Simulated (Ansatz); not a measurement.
# GeSb3Te: the cost of one run

Method: DFT PBE, scalar-relativistic, plane waves, PAW, in Ansatz 0.2.0.

## Step 1: The starting structure

Symmetry: Pm-3m, No. 221, cubic system. Conventional cell: a = 5.213 Å, b = 5.213 Å, c = 5.213 Å, α = 90.00°, β = 90.00°, γ = 90.00°. Ge (site symmetry m-3m) is surrounded by 12 Sb at 3.69 Å. Sb (site symmetry 4/mmm) has 2 Te at 2.61 Å as nearest neighbours. Around Te (site symmetry m-3m) lie 6 Sb at 2.61 Å.

Structure file:

```
Ge Sb Te
1.0
     5.21344    0.00000    0.00000
     0.00000    5.21344    0.00000
     0.00000    0.00000    5.21344
Ge Sb Te
1 3 1
Direct
  0.00000 0.00000 0.00000
  0.00000 0.50000 0.50000
  0.50000 0.00000 0.50000
  0.50000 0.50000 0.00000
  0.50000 0.50000 0.50000
```

The cell is invented: species swapped into a database cell of ErBRh3 (Pm-3m, No. 221), with Ge on the Er sites, Te on the B sites and Sb on the Rh sites. Its size is a rough estimate.

## Step 2: The guess as it stands, on a coarse mesh

input.yaml reads:

```yaml
crystal:
  lattice:
    - [5.21344194, 0.0, 0.0]
    - [0.0, 5.21344194, 0.0]
    - [0.0, 0.0, 5.21344194]
  atoms:
    - { symbol: Ge, position: [0.0, 0.0, 0.0] }
    - { symbol: Sb, position: [0.0, 0.5, 0.5] }
    - { symbol: Sb, position: [0.5, 0.0, 0.5] }
    - { symbol: Sb, position: [0.5, 0.5, 0.0] }
    - { symbol: Te, position: [0.5, 0.5, 0.5] }
basis:
  ecutwfc: 420
kpoints:
  mp_grid: { grid: [4, 4, 4] }
hamiltonian:
  xc: pbe
scf:
  occupations: { method: gaussian, width: 0.1 }
  lower_state_search: "off"
output:
  forces: true
  stress: true
  eigenvalues: true
```

The run is started by

```
> ansatz run input.yaml --threads 1 --pin off --max-ram 2560MiB --backend cpu --events-out ev --progress --plain --runs-dir out
```

Q: Estimate wall time and peak memory on 1 thread of Intel Xeon at 2.70GHz, shared host.

About 6.5 s, with a peak of 0.44 GiB.
